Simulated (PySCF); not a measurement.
**RuHF: structure of the triplet**

Aim: relax RuHF as a triplet from a linear start, check by its vibrations whether the end is a minimum, and collect its spectrum and constants.

Program: PySCF 2.14.0. Level of theory: PBE0, basis Ru def2-TZVP with ECP28, H def2-TZVP, F def2-TZVP, scalar-relativistic core potentials, no spin–orbit coupling, density fitting. These are calculated values, not measurements.

## (1) Starting geometry

3 atoms, charge 0, spin multiplicity 3.

Bond lengths: Ru1–H2 1.570 Å, Ru1–F3 1.890 Å. Angles: H2–Ru1–F3 180.0°.

Z-matrix (Å, degrees; charge 0 multiplicity 3):
```
Ru
H  1 1.5700
F  1 1.8900 2 180.00
```

## (2) Finding the electronic state

One driver script runs all steps and calls PySCF; scf.py shows how it sets up the SCF of each step. The optimiser is the driver's own. After this first run the driver tries any further starts and a stability analysis.

The input, scf.py:

```python
from pyscf import gto, scf, dft
mol = gto.M(atom='''
Ru     0.000000     0.000000     0.000000
H      0.000000     0.000000    -1.570000
F      0.000000     0.000000     1.890000''',
    basis={'Ru': 'def2-TZVP', 'H': 'def2-TZVP', 'F': 'def2-TZVP'},
    ecp={'Ru': 'def2-TZVP'},
    charge=0, spin=2)
mf = dft.UKS(mol, xc='PBE0')
mf.grids.atom_grid = (50, 194)
aux = {'Ru': 'def2-universal-JKFIT', 'H': 'def2-universal-JKFIT', 'F': 'def2-universal-JKFIT'}
mf = mf.density_fit(auxbasis=aux)
mf.conv_tol = 1e-08
mf.diis_space = 10
mf.max_cycle = 60
mf.init_guess = 'minao'
mf.verbose = 4
mf.kernel()
```

Launch:

```console
$ OMP_NUM_THREADS=2 python axn.py task.json out
```

Standard output:

```text
init E= -187.304135425088
[... the frontier-level lines of each cycle are left out ...]
cycle= 1 E= -194.805168180549  delta_E= -7.5  |g|= 0.94  |ddm|= 2.81
cycle= 2 E= -192.188187865682  delta_E= 2.62  |g|= 2.25  |ddm|= 3.21
cycle= 3 E= -195.099058909081  delta_E= -2.91  |g|= 0.43  |ddm|= 3.08
cycle= 4 E= -195.131918072378  delta_E= -0.0329  |g|= 0.378  |ddm|= 0.342
cycle= 5 E= -195.176184025813  delta_E= -0.0443  |g|= 0.0454  |ddm|= 0.155
cycle= 6 E= -195.17710227617  delta_E= -0.000918  |g|= 0.0186  |ddm|= 0.0391
cycle= 7 E= -195.177244727742  delta_E= -0.000142  |g|= 0.00632  |ddm|= 0.0113
cycle= 8 E= -195.177278579323  delta_E= -3.39e-05  |g|= 0.0024  |ddm|= 0.0105
cycle= 9 E= -195.177300351099  delta_E= -2.18e-05  |g|= 0.00163  |ddm|= 0.00848
cycle= 10 E= -195.177282755257  delta_E= 1.76e-05  |g|= 0.00126  |ddm|= 0.00729
cycle= 11 E= -195.177264249478  delta_E= 1.85e-05  |g|= 0.000255  |ddm|= 0.0168
cycle= 12 E= -195.177264179856  delta_E= 6.96e-08  |g|= 8.72e-05  |ddm|= 0.00221
cycle= 13 E= -195.17726421839  delta_E= -3.85e-08  |g|= 3.21e-05  |ddm|= 0.000413
cycle= 14 E= -195.177264223992  delta_E= -5.6e-09  |g|= 1.11e-05  |ddm|= 0.000171
Extra cycle  E= -195.177264224184  delta_E= -1.92e-10  |g|= 9.69e-06  |ddm|= 2.28e-05
converged SCF energy = -195.177264224184  <S^2> = 2.0048594  2S+1 = 3.0032378
```

This step, with its further starts and checks, took 13 s on 2 threads of Arm Neoverse V2, shared host.

Energies from each starting density:

```csv
start,energy (Eh)
the minimal-basis guess,-195.177264
a thermally smeared density,-195.177264
a smeared PBE density,-195.177264
```

The first run landed in a state that is too high. Following the other starts and the instabilities gains 41.4 kJ/mol (-195.19305 Eh), and the work goes on from there.

## (3) Relaxation: linear start, triplet

The program finds C∞v symmetry in the start, which this walk keeps. The walk stops when the largest gradient is under 0.0003 Eh/bohr and the energy has settled too.

Changes to scf.py since step 2:

```diff
@@ -3,3 +3,3 @@
-Ru     0.000000     0.000000     0.000000
-H      0.000000     0.000000    -1.570000
-F      0.000000     0.000000     1.890000''',
+Ru     0.000000     0.000000    -0.281556
+H      0.000000     0.000000    -1.851556
+F      0.000000     0.000000     1.608444''',
@@ -16 +15,0 @@
-mf.init_guess = 'minao'
```

Energy and gradient, step by step:

```csv
step,energy (Eh),change (kJ/mol),largest symmetric gradient (Eh/bohr)
0,-195.193047,0.00,0.03287
1,-195.195407,-6.19,0.01566
2,-195.196026,-7.82,0.00432
3,-195.196061,-7.91,0.00009
4,-195.196061,-7.91,0.00002
```

The walk took 6.9 s.

End point (C∞v, 4 steps, 7.9 kJ/mol gained): Ru–F 1.894 Å, Ru–H 1.673 Å; F–Ru–H 180.0°.

## (4) Is it a minimum? Harmonic modes

The point is checked on the finer grid, and tightened if its gradient asks for it. The Hessian and the dipole derivatives come from central differences of analytic gradients, with steps of 0.02 bohr.

Changes to scf.py since step 3:

```diff
@@ -3,3 +3,3 @@
-Ru     0.000000     0.000000    -0.281556
-H      0.000000     0.000000    -1.851556
-F      0.000000     0.000000     1.608444''',
+Ru    -0.000000     0.000000    -0.281323
+H     -0.000000     0.000000    -1.953891
+F      0.000000     0.000000     1.612622''',
@@ -10 +10 @@
-mf.grids.atom_grid = (50, 194)
+mf.grids.atom_grid = (75, 302)
@@ -13 +13 @@
-mf.conv_tol = 1e-08
+mf.conv_tol = 1e-10
```

The driver hands on the density of the step before, so the log starts near convergence.

SCF at the final geometry:

```text
init E= -195.196091252598
[... the frontier-level lines of each cycle are left out ...]
cycle= 1 E= -195.196091252636  delta_E= -3.79e-11  |g|= 2.65e-06  |ddm|= 1.02e-05
Extra cycle  E= -195.196091252672  delta_E= -3.55e-11  |g|= 4.34e-06  |ddm|= 1.04e-05
converged SCF energy = -195.196091252672  <S^2> = 2.872166  2S+1 = 3.5339304
```

The whole step took 37 s.

Geometry: C∞v; Ru–F 1.894 Å, Ru–H 1.673 Å; F–Ru–H 180.0°.

Harmonic modes (main isotopes):

```
ω (cm⁻¹)  IR (km/mol)     type
    499i          475     bend
    327i          147     bend
     608          196  stretch
    1915          336  stretch
```

With 2 modes imaginary (up to 499i cm⁻¹) this point is a saddle.

Here the density breaks the symmetry of the frame, and no labels are given; pairs that should be degenerate can split.

Properties at this point:

| Item | Value |
| --- | --- |
| Dipole moment | 1.21 D |
| Highest occupied level | -7.41 eV |
| Lowest empty level | -4.26 eV |
| Rotational constants | 0.2749 cm⁻¹ |
| Zero-point energy (real modes) | 15.1 kJ/mol |
| Principal polarisabilities | 26.2, 46.4, 51.4 bohr³ |
| Atomisation energy without zero-point energy | 589 kJ/mol |
| Principal traceless quadrupole moments about the centre of mass | -10.30, 4.44, 5.86 D Å |
| Spin squared ⟨S²⟩ | 2.872 |

Populations by atom (charges in e):

| atom | Mulliken | Löwdin | polar tensor | spin (Mulliken) | Mayer order to Ru1 |
| --- | --- | --- | --- | --- | --- |
| Ru1 | 0.67 | 0.49 | 1.51 | 1.95 | – |
| H2 | -0.13 | -0.13 | -0.54 | -0.10 | 0.93 |
| F3 | -0.54 | -0.36 | -0.97 | 0.15 | 0.72 |

Outer orbital energies (eV). α occupied: -12.95, -11.98, -11.91, -9.14, -8.82, -8.69, -8.60, -8.39; empty: -4.26, -0.37, 0.05, 0.62. β occupied: -51.36, -30.96, -12.66, -10.82, -10.81, -8.81, -7.53, -7.41; empty: -3.58, -3.44, -3.38, -0.29.

Mulliken populations on Ru1 (outside its core potential): s 2.53, p 6.24, d 6.56, f 0.01.

## (5) Leaving the saddle point

The start is the last point, displaced along its most imaginary mode.

The program finds Cs symmetry in the start, which this walk keeps. The walk stops when the largest gradient is under 0.0003 Eh/bohr and the energy has settled too.

Changes to scf.py since step 4:

```diff
@@ -3,3 +3,3 @@
-Ru    -0.000000     0.000000    -0.281323
-H     -0.000000     0.000000    -1.953891
-F      0.000000     0.000000     1.612622''',
+Ru    -0.001920     0.001144    -0.281323
+H      0.103072    -0.061451    -1.953891
+F      0.004829    -0.002879     1.612622''',
@@ -10 +10 @@
-mf.grids.atom_grid = (75, 302)
+mf.grids.atom_grid = (50, 194)
@@ -13 +13 @@
-mf.conv_tol = 1e-10
+mf.conv_tol = 1e-08
```

The optimiser's trace:

```csv
step,energy (Eh),change (kJ/mol),largest symmetric gradient (Eh/bohr)
0,-195.196186,0.00,0.00201
1,-195.196242,-0.15,0.00151
2,-195.196305,-0.31,0.00169
3,-195.196379,-0.51,0.00182
4,-195.196465,-0.73,0.00193
5,-195.196561,-0.98,0.00200
6,-195.196665,-1.26,0.00201
7,-195.196772,-1.54,0.00197
8,-195.196793,-1.59,0.02003
9,-195.197075,-2.33,0.02912
10,-195.200224,-10.60,0.03257
11,-195.208286,-31.77,0.03082
12,-195.213282,-44.88,0.02886
13,-195.213893,-46.49,0.04176
14,-195.216600,-53.60,0.01510
15,-195.217050,-54.78,0.00170
16,-195.217061,-54.81,0.00017
17,-195.217061,-54.81,0.00001
```

The walk took 32 s.

End point (Cs, 17 steps, 54.8 kJ/mol gained): Ru–F 1.850 Å, Ru–H 1.558 Å; F–Ru–H 103.4°.

## (6) Hessian and properties

The same treatment as at the point before.

Changes to scf.py since step 5:

```diff
@@ -3,3 +3,3 @@
-Ru    -0.001920     0.001144    -0.281323
-H      0.103072    -0.061451    -1.953891
-F      0.004829    -0.002879     1.612622''',
+Ru    -0.141159     0.084159    -0.233718
+H      0.788815    -0.470292    -1.354277
+F      0.714416    -0.425935     1.325302''',
@@ -10 +10 @@
-mf.grids.atom_grid = (50, 194)
+mf.grids.atom_grid = (75, 302)
@@ -13 +13 @@
-mf.conv_tol = 1e-08
+mf.conv_tol = 1e-10
```

Log of the central SCF (cycles and frontier levels):

```text
init E= -195.217127140787
[... the frontier-level lines of each cycle are left out ...]
cycle= 1 E= -195.217127140846  delta_E= -5.95e-11  |g|= 4.69e-06  |ddm|= 1.23e-05
Extra cycle  E= -195.217127140881  delta_E= -3.49e-11  |g|= 8.98e-06  |ddm|= 1.26e-05
converged SCF energy = -195.217127140881  <S^2> = 2.0161937  2S+1 = 3.0107764
```

The whole step took 32 s on 2 threads of Arm Neoverse V2, shared host.

Geometry: Cs; Ru–F 1.850 Å, Ru–H 1.558 Å; F–Ru–H 103.4°.

Harmonic modes (main isotopes):

```tsv
symmetry	ω (cm⁻¹)	IR (km/mol)	type
a'	571	51.4	bend
a'	631	106	stretch
a'	2139	107	stretch
```

Every mode is real; the point is a minimum.

Properties at this point:

```
Dipole moment                                                   : 3.77 D
Highest occupied level                                          : -6.33 eV
Lowest empty level                                              : -2.81 eV
Rotational constants                                            : 7.401, 0.3051, 0.293 cm⁻¹
Zero-point energy                                               : 20.0 kJ/mol
Principal polarisabilities                                      : 29.7, 33.0, 39.0 bohr³
Atomisation energy without zero-point energy                    : 645 kJ/mol
Principal traceless quadrupole moments about the centre of mass : -3.09, 0.68, 2.41 D Å
Entropy at 298.15 K and 1 bar (electronic part: spin only)      : 267.1 J/(mol K)
Heat capacity Cp at 298.15 K                                    : 41.9 J/(mol K)
Enthalpy at 298.15 K above 0 K                                  : 10.76 kJ/mol
Rotational symmetry number                                      : 1
Spin squared ⟨S²⟩                                               : 2.016
```

Populations by atom (charges in e):

```csv
atom,Mulliken,Löwdin,polar tensor,spin (Mulliken),Mayer order to Ru1
Ru1,0.52,0.32,0.99,2.02,–
H2,-0.02,-0.01,-0.24,-0.08,1.00
F3,-0.51,-0.31,-0.74,0.05,0.82
```

Mulliken populations on Ru1 (outside its core potential): s 2.47, p 6.17, d 6.84, f 0.01.

## (7) All stationary points

| spin | group | bonds | imaginary modes (cm⁻¹) | ΔE (kJ/mol) | with zero-point energy |
| --- | --- | --- | --- | --- | --- |
| triplet | Cs | Ru–F 1.850 Å, Ru–H 1.558 Å | none | 0.0 | 0.0 |
| broken-symmetry (Ms = 1) | C∞v (density of lower symmetry) | Ru–F 1.894 Å, Ru–H 1.673 Å | 499i, 327i | 55.2 | – |

## (8) Results

| quantity | value |
| --- | --- |
| minimum | triplet, Cs |
| geometry | Ru–F 1.850 Å, Ru–H 1.558 Å; F–Ru–H 103.4° |
| wavenumbers (cm⁻¹) | 571 (a'), 631 (a'), 2139 (a') |
| dipole moment | 3.77 D |
| highest occupied, lowest empty level (either spin) | -6.33, -2.81 eV |
| polar-tensor charge of Ru1 | +0.99 e |
| zero-point energy | 20.0 kJ/mol |
| entropy at 298.15 K | 267.1 J/(mol K) |
| atomisation energy (no zero-point energy) | 645 kJ/mol |
| ⟨S²⟩ | 2.016 |

**Reading.** The linear start (C∞v) ends in a minimum of Cs symmetry, after a stop at a second-order saddle point 55.2 kJ/mol higher, from which it was pushed off along an imaginary mode. The strongest infrared band lies at 2139 cm⁻¹ (a', stretch). Most of the spin sits on Ru1 (Mulliken spin 2.02, against 2 for the whole molecule). The first SCF alone would have been 41 kJ/mol too high. Other starts or spin states, not run here, may lie lower. One determinant may miss the lowest occupation of an open d or f shell.

The search up to here took 2 min.
